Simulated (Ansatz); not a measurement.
# GeNH₄ (quartet): the correlation ladder at distance Ge1–H5 along a hydrogen transfer = 2.026 Å, cc-pVDZ

An exercise on one series of results from a longer session: the logs are not shown, and one member is left open.

Computed with Ansatz 0.2.0, Gaussian basis. Level: cc-pVDZ, core rule «outside noble gas», up to 15 orbitals frozen.

The runs, in order: UHF; CCSD(T) on ROHF; CCSD(T) on UHF; BCCD(T) on ROHF; CISD; CCSDT(Q) on ROHF; CCSDT(Q) on UHF; CASSCF and MRCISD+Q, 5 electrons in 5 orbitals; CASSCF and NEVPT2, 5 electrons in 5 orbitals.

10 further runs of the same task are left out: 1 for a mislabelled method, 7 that didn't finish, 2 set aside as unsound or not needed.

### The geometry

The geometry derives from fragments relaxed apart (PBE0/def2-TZVP) and kept rigid, so it is no stationary point. A hydrogen atom is moved between rigid fragments. No spin-orbit coupling is included. The filled d shell of Ge may be among the frozen orbitals whatever the setting's name suggests; the logs give the count.

6 atoms, charge 0, spin multiplicity 4.

Atoms are counted from 1 here; the program's logs count them from 0.

Bond lengths: Ge1–H2 1.534 Å, Ge1–H3 1.534 Å, Ge1–H4 1.534 Å, H5–N6 1.237 Å. Angles: H2–Ge1–H3 109.5°, H2–Ge1–H4 109.5°, H3–Ge1–H4 109.5°.

Coordinates:

```xyz
6
GeH4N
Ge   -0.50949    0.00000    0.00000
H    -1.02094    1.44660    0.00000
H    -1.02094   -0.72330    1.25279
H    -1.02094   -0.72330   -1.25279
H     1.51651    0.00000    0.00000
N     2.75351    0.00000    0.00000
```

Set-up of the first run:

Input file in.yaml:

```yaml
crystal:
  periodic: [false, false, false]
  atoms:
    - {symbol: Ge, position_ang: [-0.509486, 0.000000, 0.000000]}
    - {symbol: H, position_ang: [-1.020936, 1.446599, 0.000000]}
    - {symbol: H, position_ang: [-1.020936, -0.723300, 1.252792]}
    - {symbol: H, position_ang: [-1.020936, -0.723299, -1.252792]}
    - {symbol: H, position_ang: [1.516514, 0.000000, 0.000000]}
    - {symbol: N, position_ang: [2.753514, 0.000000, 0.000000]}
basis:
  gaussian: {orbitals: cc-pVDZ}
magnetization: {spin_polarized: true, initial_magnetization: 3}
hamiltonian: {xc: hf}
output: {orbitals: {seedname: orbitals}}
```

Started as:

```sh
ansatz run in.yaml --threads 1 --pin off --events-out ev --progress --plain --max-ram 2393MiB
```

Steps of the session up to this table: UHF; CCSD(T) on ROHF; CCSD(T) on UHF; BCCD(T) on ROHF; CISD; CCSDT(Q) on ROHF; CCSDT(Q) on UHF; CASSCF and MRCISD+Q, 5 electrons in 5 orbitals; CASSCF and NEVPT2, 5 electrons in 5 orbitals.

One table of the session follows, with a row left open; its other results are not shown here.

| method | from UCCSDT(Q) (kcal/mol) |
| --- | --- |
| ROHF | +170.31 |
| UHF | +159.84 |
| RMP2 | +33.04 |
| UMP2 | +33.91 |
| CISD | +17.48 |
| RCCSD | +4.15 |
| UCCSD | ? |
| RCCSD(T) | +0.92 |
| UCCSD(T) | +0.84 |
| BCCD(T) | +0.92 |
| RCCSDT | +0.26 |
| UCCSDT | +0.15 |
| RCCSDT(Q) | +0.09 |
| UCCSDT(Q) | 0 |
| CASSCF pair | +148.72 |
| NEVPT2 pair | +30.65 |

**Question.** Estimate the row for UCCSD.

**Answer.** from UCCSDT(Q) (kcal/mol): +3.88. In the column «from UCCSDT(Q) (kcal/mol)» it lies between BCCD(T) (+0.92) and RCCSD (+4.15).

Not comparable, so not listed: CASSCF and MRCISD+Q, 5 electrons in 5 orbitals (they don't share determinant, frozen orbitals or solution with the rows shown, or repeat one).

Caveats from the session: Restricted and unrestricted rows rest on different reference determinants; where their highest levels disagree by more than a few hundredths of an eV, they describe different states and don't form one ladder. Warnings in the runs' records: passed over end.
